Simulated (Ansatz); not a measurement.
This script makes an atomisation energy of CH6ClSbSi, SMILES ClC[SiH2][SbH2] with Ansatz 0.2.0 through its Python package.

`run_tae.py`
```python
'''Energy to split CH6ClSbSi into its atoms.'''

from collections import Counter

import ansatz as az
from ase import Atoms


def total_energy(molecule, charge=0, unpaired=0):
    calc = (
        molecule.calculation()
        .basis(gaussian='def2-TZVP')
        .functional('PBE0')
    )
    if charge:
        calc = calc.charge(charge)
    if unpaired:
        calc = calc.spin('collinear', total=unpaired)
    report = calc.run(threads=1, backend='cpu').report
    if report['published_state_doubts']:
        print('  doubts:', report['published_state_doubts'])
    return report['free_energy_ev']

atoms = Atoms(['Cl', 'C', 'Si', 'Sb', 'H', 'H', 'H', 'H', 'H', 'H'], positions=[
    (-0.7976, -0.1136, 2.0914),
    (0.5924, -0.4065, 1.094),
    (0.0537, -0.7808, -0.6752),
    (-0.8747, 1.2709, -1.7188),
    (1.2667, 0.4743, 1.0847),
    (1.1341, -1.2609, 1.516),
    (1.3027, -1.1658, -1.4307),
    (-0.8418, -1.8731, -0.6747),
    (-2.0325, 1.5028, -0.3079),
    (0.2802, 2.3016, -0.9758),
])
ch6clsbsi = az.Crystal.molecule_from_ase(atoms)

# unpaired electrons of the ground-state atoms
unpaired = {'Cl': 1, 'C': 2, 'Si': 2, 'Sb': 3, 'H': 1}
counts = Counter(site.symbol for site in ch6clsbsi.cartesian_sites)
atom_energy = {s: total_energy(az.Crystal.molecule().atom(s, (0, 0, 0)), 0, unpaired[s]) for s in counts}
whole = total_energy(ch6clsbsi, 0, 0)
for s, e in atom_energy.items():
    print(f'{s:2s} x{counts[s]}  {e:14.5f} eV')
print(f'CH6ClSbSi: {whole:.5f} eV')
split = sum(counts[s] * e for s, e in atom_energy.items()) - whole
print(f'atomisation energy (no zero-point term): {96.485332 * split:.1f} kJ/mol, {split / sum(counts.values()):.3f} eV an atom')
```

What does it cost to take this molecule apart into atoms?

2845.5 kJ/mol from the electronic energies, without the zero-point term.

What the script printed:

`python run_tae.py` gives:
```text
Cl x1    -12517.16662 eV
C  x1     -1028.73662 eV
Si x1     -7870.87803 eV
Sb x1     -6536.79617 eV
H  x6       -13.63389 eV
CH6ClSbSi: -28064.87273 eV
atomisation energy (no zero-point term): 2845.5 kJ/mol, 2.949 eV an atom
```

Caveats:
- Total energies depend on the basis set; only differences at equal settings carry meaning.
- The geometry is a force-field or estimated start, not a minimum of this method, and the basis set is short of its limit. All parts are taken at fixed geometry, without zero-point energy.
- def2 sets replace the cores of elements past krypton by effective core potentials.
- The spin-orbit lowering of heavy atoms is left out.
- The whole script took 7.6 s on 1 thread of Intel(R) Xeon(R) Processor @ 2.30GHz, on a shared host, peak memory 0.53 GiB.
